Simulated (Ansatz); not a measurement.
# Ni: searching below the plain SCF

Plain starts of Ni have been run. Do the further runs listed below go lower? Ni is taken in the measured crystal structure (space group Fm-3m, primitive cell doubled), 2 atoms in the cell. Source: COD entry 9012979; the sample's temperature and pressure aren't taken into account.

Computed with Ansatz 0.2.0 (DFT PBE, PAW, plane waves, scalar-relativistic, unless a step's input says otherwise).

## 1. The starting structure

It takes space group Fm-3m (No. 225, cubic). Conventional cell: a = 3.534 Å, b = 3.534 Å, c = 3.534 Å, α = 90.00°, β = 90.00°, γ = 90.00°. Ni (site symmetry m-3m) has 12 Ni at 2.50 Å as nearest neighbours.

As a file:

```cif
data_structure
_symmetry_space_group_name_H-M 'Fm-3m'
_symmetry_Int_Tables_number 225
_cell_length_a 3.5343
_cell_length_b 3.5343
_cell_length_c 3.5343
_cell_angle_alpha 90.000
_cell_angle_beta 90.000
_cell_angle_gamma 90.000
_cell_volume 44.15
loop_
_atom_site_label
_atom_site_type_symbol
_atom_site_symmetry_multiplicity
_atom_site_Wyckoff_symbol
_atom_site_fract_x
_atom_site_fract_y
_atom_site_fract_z
_atom_site_occupancy
Ni1 Ni 4 a 0.00000 0.00000 0.00000 1
```

Labels such as Ni2 number the atoms in the order of the input file.

Known so far: 7 plain starts ended in 2 states. The lowest came from “spin on, no moments given (the program may seed its own), plain SCF”: ferromagnetic, site moments Ni1 0.66, Ni2 0.66 μB, total 1.25 μB per cell, no gap on the k-mesh, free energy -11679.4955 eV.

Runs to come: parallel moments, default search for lower states; opposed moments +-, default search for lower states; the moments typed in its input, symmetry off, plain SCF; the moments typed in its input, standard search for lower states; the moments typed in its input, symmetry off, default search.

“Plain SCF” means no search for lower states. The default search runs further SCF cycles only where the state itself hints at a lower one. The standard and full searches may also try other magnetic orders and fillings, and need not reach the lowest state. With a search on, the program may also reshape the start on open shells. Ends within 0.2 meV/atom and 0.1 μB count as one state.

Site moments are integrals over atomic spheres and don't add up to the total.

## 2. Parallel moments, default search for lower states

input.yaml reads:

```yaml
crystal:
  lattice:
    - [0.0, -1.76715, -1.76715]
    - [-3.5343, -1.76715, -1.76715]
    - [0.0, 1.76715, -1.76715]
  atoms:
    - { symbol: Ni, position: [0.0, 0.0, 0.0], spin: 2.0 }
    - { symbol: Ni, position: [0.0, 0.5, 0.5], spin: 2.0 }
magnetization:
  spin_polarized: true
hamiltonian:
  xc: pbe
  pseudopotentials: { kind: paw }
basis:
  ecutwfc: 420
kpoints:
  mp_grid: { grid: [13, 8, 11] }
scf:
  occupations: { method: fermi_dirac, width: 0.1 }
output:
  forces: true
  stress: true
```

The run is started by

```sh
$ ansatz run input.yaml --threads 2 --pin off --max-ram 5120MiB --backend cpu --events-out ev --progress --plain --runs-dir out
```

Q: With the starts changed as planned, what states does the cell reach, and which is lowest? Wanted: distinct states; lowest state; total moment; gap on the k-mesh; pressure; largest force.

**Answer**, as computed:

```
         quantity                                                      value
  distinct states  1 from 6 converged runs, the best start of step 1 counted
     lowest state                                              ferromagnetic
      its moments                                      Ni1 0.66, Ni2 0.66 μB
     total moment                                           1.25 μB per cell
gap on the k-mesh                                                       none
         pressure                                                   -2.3 GPa
    largest force                                                 0.000 eV/Å
```

In words: No run goes below the best plain start. The 6 converged runs end in 1 distinct state. A lower state than any found can't be excluded. The mesh has less symmetry than the lattice, which lowers the symmetry of the run.
